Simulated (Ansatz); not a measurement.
# TiSi2: the cost of one run

Computed with Ansatz 0.2.0 (DFT, PBE, plane-wave PAW, default files, scalar-relativistic, unless a step's input says otherwise).

## (1) The starting structure

Symmetry: Fddd, No. 70, orthorhombic system. The conventional cell has a = 4.773 Å, b = 8.236 Å, c = 8.523 Å, α = 90.00°, β = 90.00°, γ = 90.00°. Ti (site symmetry 222) is surrounded by 10 Si at 2.54 to 2.75 Å. Si (site symmetry 2) has 5 Ti at 2.54 to 2.75 Å and 5 Si at 2.54 to 2.75 Å as nearest neighbours.

Coordinates:

```xyz
6
Lattice="0.0000 4.1180 4.2615 2.3865 0.0000 4.2615 2.3865 4.1180 0.0000" Properties=species:S:1:pos:R:3 pbc="T T T"
Ti    3.5797    6.1770    6.3922
Ti    2.3865    4.1180    4.2615
Si    1.1932    0.6836    2.1307
Si    1.1932    3.4344    2.1307
Si    2.3865    1.3754    4.2615
Si    2.3865    6.8606    4.2615
```

## (2) First run, atoms as given

Input file input.yaml:

```yaml
crystal:
  lattice:
    - [0.0, 4.118, 4.2615]
    - [2.3865, 0.0, 4.2615]
    - [2.3865, 4.118, 0.0]
  atoms:
    - { symbol: Ti, position: [0.75, 0.75, 0.75] }
    - { symbol: Ti, position: [0.5, 0.5, 0.5] }
    - { symbol: Si, position: [0.083, 0.417, 0.083] }
    - { symbol: Si, position: [0.417, 0.083, 0.417] }
    - { symbol: Si, position: [0.167, 0.833, 0.167] }
    - { symbol: Si, position: [0.833, 0.167, 0.833] }
kpoints:
  mp_grid: { grid: [12, 12, 12] }
scf:
  occupations: { method: fermi_dirac, width: 0.02 }
hamiltonian:
  xc: pbe
  pseudopotentials: { kind: paw }
output:
  forces: true
  stress: true
  populations: true
  efg: { quadrupole_moments_barn: { Ti: 0.247 }, contact_densities: true }
  write_density: true
  write_potential: true
  elf: true
  volumetric_format: npy
```

Run with:

```bash
ansatz run input.yaml --threads 1 --pin off --max-ram 3072MiB --backend cpu --events-out ev --progress --plain --runs-dir out
```

What time and memory should one allow on 1 thread of Intel Xeon Platinum 8488C (Sapphire Rapids), shared host?

About 32 s, with a peak of 0.75 GiB.
